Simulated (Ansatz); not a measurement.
Task: a ladder of methods at one geometry of CH4BSbZn, SMILES [ZnH][CH]1[BH][SbH]1, with Ansatz 0.2.0 through its Python package. Give the script and its output. Settings (for the species named): MP2, def2-SVP basis, multiplicity 1. The script varies method: mp2, ccsd, ccsd_t.

```
atom    x (Å)    y (Å)    z (Å)
  Zn  -1.5211  -1.3893   1.2787
   C  -0.4870   0.1751  -0.0237
   B   0.4624   1.3283  -0.5341
  Sb   0.5902  -0.7988  -1.5110
   H  -0.1376  -0.9135   1.9406
   H  -1.5169   0.4339  -0.3480
   H   0.9062   2.4446  -0.4674
   H   1.7959  -1.3375  -0.3909
```

`ch4bsbzn.py`:
```python
'''CH4BSbZn at several levels of theory.'''

import ansatz as az
from ase import Atoms

atoms = Atoms(['Zn', 'C', 'B', 'Sb', 'H', 'H', 'H', 'H'], positions=[
    (-1.5211, -1.3893, 1.2787),
    (-0.487, 0.1751, -0.0237),
    (0.4624, 1.3283, -0.5341),
    (0.5902, -0.7988, -1.511),
    (-0.1376, -0.9135, 1.9406),
    (-1.5169, 0.4339, -0.348),
    (0.9062, 2.4446, -0.4674),
    (1.7959, -1.3375, -0.3909),
])
system = az.Crystal.molecule_from_ase(atoms)

base = system.calculation().basis(gaussian='def2-SVP')

methods = ['mp2', 'ccsd', 'ccsd_t']
reports = [base.correlation(m).run(threads=1, pin='off').report for m in methods]
print(f'Hartree-Fock reference {reports[0]["reference_energy_ev"] / 27.211386246:.6f} Ha')
best = reports[-1]['free_energy_ev'] - reports[-1]['reference_energy_ev']
for method, each in zip(methods, reports):
    gained = each['free_energy_ev'] - each['reference_energy_ev']
    print(f'{method:8s} total {each["free_energy_ev"] / 27.211386246:.6f} Ha  correlation {gained:9.4f} eV  ({100 * gained / best:.1f} % of the last)')
```

```console
$ python ch4bsbzn.py
Hartree-Fock reference -2081.402200 Ha
mp2      total -2082.128833 Ha  correlation  -19.7727 eV  (94.4 % of the last)
ccsd     total -2082.139916 Ha  correlation  -20.0743 eV  (95.8 % of the last)
ccsd_t   total -2082.172166 Ha  correlation  -20.9518 eV  (100.0 % of the last)
```

Total energies depend on the basis set; only differences at equal settings carry meaning. The geometry is a force-field or estimated start, not a minimum of this method, and the basis set is short of its limit. A lower total doesn't mark the better method: functionals have no common bound, and MP2 and coupled cluster aren't variational. def2 sets replace the cores of elements past krypton by effective core potentials. Inner cores stay frozen; a filled d shell under the valence of the heavier atoms is correlated with it. Run time: 95 s on 1 thread of Arm Neoverse V1 (shared host), peak memory 0.64 GiB.
